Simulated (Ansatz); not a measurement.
The system is TiNi.

```
Ni Ti
1.0
     4.08604    0.00000    0.00000
     0.00000    2.85620    0.00000
     0.00000    0.00000    4.58676
Ni Ti
2 2
Cartesian
  3.0645 0.0000 3.7656
  1.0215 0.0000 0.8211
  3.0645 1.4281 1.2586
  1.0215 1.4281 3.3281
```

The cell comes from a database or a generator and needn't be the stable form of this composition.

Base run:

| Item | Value |
| --- | --- |
| Program | Ansatz 0.2.0 |
| Functional | PBEsol |
| Potentials or basis | all-electron LAPW, scalar-relativistic |
| Cutoff | 294 eV |
| Density cutoff | 1177 eV |
| Basis error allowed | 0.001 eV/atom |
| k mesh | 7 × 9 × 6 |
| Occupations | fermi-dirac, width 0.05 eV |
| Spin | collinear spin, ferromagnetic start |
| Starting moments | [1.0, 1.0, 1.0, 1.0] μB |

Its results: pressure -2.9 GPa; net moment 0.00 μB per cell; largest force 0.081 eV/Å.

Question: The run is repeated on the same cell with these changes: functional from PBEsol to LDA; basis error allowed from 0.001 eV/atom to 0.002 eV/atom. What comes out?

Answer: Pressure -8.5 GPa; net moment 0.00 μB per cell; largest force 0.106 eV/Å.

Not every run made on this cell is shown here.
